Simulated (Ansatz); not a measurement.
**C₃H₁₁BO: basis-set convergence**

One table from this session's results is given with a row withheld; the runs are named, their logs left out.

The runs use Ansatz 0.2.0, Gaussian basis; one geometry, several basis sets.

The runs, in order: PBE0-D4/def2-SVP; ωB97M-V/def2-SVP; PBE0-D4/def2-QZVPP; ωB97M-V/def2-QZVPP; the functionals' def2-TZVPP values are taken from earlier runs.

### Structure used throughout

All runs share one geometry, relaxed beforehand with PBE0-D4 in a triple-zeta def2 set.

SMILES `C[OH+][BH-](C)C`, 16 atoms, charge 0, spin multiplicity 1.

Atoms are counted from 1 here; the program's logs count them from 0.

Bond lengths: C1–O2 1.429 Å, C1–H6 1.091 Å, C1–H7 1.087 Å, C1–H8 1.091 Å, O2–B3 1.706 Å, O2–H9 0.964 Å, B3–C4 1.597 Å, B3–C5 1.601 Å, B3–H10 1.215 Å, C4–H11 1.095 Å, C4–H12 1.099 Å, C4–H13 1.094 Å, C5–H14 1.096 Å, C5–H15 1.099 Å, C5–H16 1.095 Å. Angles: O2–C1–H6 109.2°, O2–C1–H7 105.9°, O2–C1–H8 111.1°, H6–C1–H7 110.1°, H6–C1–H8 110.8°, H7–C1–H8 109.6°, C1–O2–B3 117.3°, C1–O2–H9 110.4°, B3–O2–H9 107.7°, O2–B3–C4 102.1°, O2–B3–C5 106.3°, O2–B3–H10 99.3°, C4–B3–C5 116.1°, C4–B3–H10 115.3°, C5–B3–H10 114.8°, B3–C4–H11 109.2°, B3–C4–H12 113.5°, B3–C4–H13 113.5° and more.

Set-up of the first run:

in.yaml

```yaml
crystal:
  periodic: [false, false, false]
  atoms:
    - {symbol: C, position_ang: [-0.157649, 1.923872, 0.897934]}
    - {symbol: O, position_ang: [0.543059, 0.682557, 0.791852]}
    - {symbol: B, position_ang: [0.259104, -0.261230, -0.600752]}
    - {symbol: C, position_ang: [1.250713, -1.493079, -0.378461]}
    - {symbol: C, position_ang: [-1.304468, -0.606883, -0.597894]}
    - {symbol: H, position_ang: [0.223084, 2.478247, 1.756374]}
    - {symbol: H, position_ang: [0.053444, 2.465320, -0.021112]}
    - {symbol: H, position_ang: [-1.232481, 1.760988, 0.987560]}
    - {symbol: H, position_ang: [0.364580, 0.129467, 1.561363]}
    - {symbol: H, position_ang: [0.603380, 0.535856, -1.450797]}
    - {symbol: H, position_ang: [1.205738, -2.152736, -1.251585]}
    - {symbol: H, position_ang: [0.982561, -2.120563, 0.483453]}
    - {symbol: H, position_ang: [2.297477, -1.195216, -0.263631]}
    - {symbol: H, position_ang: [-1.517620, -1.249642, -1.459207]}
    - {symbol: H, position_ang: [-1.623329, -1.176401, 0.286448]}
    - {symbol: H, position_ang: [-1.970595, 0.256844, -0.697144]}
basis:
  gaussian: {orbitals: def2-SVP}
hamiltonian: {xc: pbe0, dispersion: d4}
output: {orbitals: {seedname: orbitals}}
```

Launch:

```sh
> ansatz run in.yaml --threads 4 --pin off --events-out ev --progress --plain --max-ram 10444MiB
```

Steps of the session up to this table: PBE0-D4 in def2-SVP; ωB97M-V in def2-SVP; PBE0-D4 in def2-QZVPP; ωB97M-V in def2-QZVPP.

One of the session's tables, all rows but one given; the rest of the session is left out.

| functional | basis | HOMO (eV) | LUMO (eV) |
| --- | --- | --- | --- |
| PBE0-D4 | def2-SVP | -7.43 | 0.84 |
| PBE0-D4 | def2-TZVPP | -7.58 | 0.28 |
| PBE0-D4 | def2-QZVPP | ? | ? |
| ωB97M-V | def2-SVP | -9.73 | 2.52 |
| ωB97M-V | def2-TZVPP | -9.90 | 1.76 |
| ωB97M-V | def2-QZVPP | -9.92 | 1.15 |

Q: Estimate the row for PBE0-D4, def2-QZVPP from the others.

The run gave: HOMO (eV): -7.59; LUMO (eV): -0.06. In the column «HOMO (eV)» it lies between ωB97M-V, def2-SVP (-9.73) and PBE0-D4, def2-TZVPP (-7.58).
